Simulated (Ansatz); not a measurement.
The system is YMnO3.

```
Y Mn O
1.0
     3.63011    0.00000    0.00000
    -1.81506    3.14377    0.00000
     0.00000    0.00000   11.35350
Y Mn O
2 2 6
Direct
  0.00000 0.00000 0.50000
  0.00000 0.00000 0.00000
  0.66667 0.33333 0.75000
  0.33333 0.66667 0.25000
  0.66667 0.33333 0.91293
  0.33333 0.66667 0.41293
  0.66667 0.33333 0.58707
  0.33333 0.66667 0.08707
  0.00000 0.00000 0.75000
  0.00000 0.00000 0.25000
```

Measurements of this composition are mostly on another form, of space group No. 185.

```yaml
Program: Ansatz 0.2.0
Task: relaxation of cell and atoms
Functional: revPBE
Potentials_or_basis: Ansatz PAW
Cutoff: "420 eV (not typed: the program's choice for these potentials)"
k_mesh: 8 × 8 × 3
Occupations: fermi-dirac, width 0.05 eV
Spin: collinear spin, ferromagnetic start
Starting_moments: "[0.0, 0.0, 4.0, 4.0, 0.0, 0.0, 0.0, 0.0, 0.0, 0.0] μB"
```

At the start: volume 12.96 Å³/atom.

Q: Where does the relaxation end?

A: It ends after 7 steps and the volume is 12.98 Å³/atom (+0.2 %); space group P6_3/mmc (No. 194, to 0.05 Å); moment 8.00 μB per cell.

Step by step:
| step | energy change (eV) | largest force (eV/Å) | volume (Å³) |
| --- | --- | --- | --- |
| 1 | 0.0000 | 0.8572 | 129.57 |
| 2 | -0.0383 | 0.0396 | 128.35 |
| 3 | -0.0503 | 0.1010 | 129.51 |
| 4 | -0.0530 | 0.0421 | 129.92 |
| 5 | -0.0537 | 0.0060 | 129.84 |
| 6 | -0.0539 | 0.0004 | 129.78 |
| 7 | -0.0546 | 0.0004 | 129.78 |

Final structure:
```cif
data_structure
_symmetry_space_group_name_H-M 'P 1'
_symmetry_Int_Tables_number 1
_cell_length_a 3.6285
_cell_length_b 3.6285
_cell_length_c 11.3820
_cell_angle_alpha 90.000
_cell_angle_beta 90.000
_cell_angle_gamma 120.000
_cell_volume 129.78
loop_
_atom_site_label
_atom_site_type_symbol
_atom_site_fract_x
_atom_site_fract_y
_atom_site_fract_z
_atom_site_occupancy
Y1 Y 0.00000 0.00000 0.50000 1
Y2 Y 0.00000 0.00000 0.00000 1
Mn1 Mn 0.66667 0.33333 0.75000 1
Mn2 Mn 0.33333 0.66667 0.25000 1
O1 O 0.66667 0.33333 0.91558 1
O2 O 0.33333 0.66667 0.41558 1
O3 O 0.66667 0.33333 0.58442 1
O4 O 0.33333 0.66667 0.08442 1
O5 O 0.00000 0.00000 0.75000 1
O6 O 0.00000 0.00000 0.25000 1
```

Caveat: the plane-wave basis is chosen anew once the cell has moved, so the energies of steps on either side of that aren't comparable; the pressure holds a Pulay correction of +0.5 GPa for the finite cutoff; only a ferromagnetic start was run, and an antiferromagnetic order may lie lower in energy; the PAW data sets come from PBE, with cores solved anew for the run's functional, which leaves a small shift of forces and pressure.
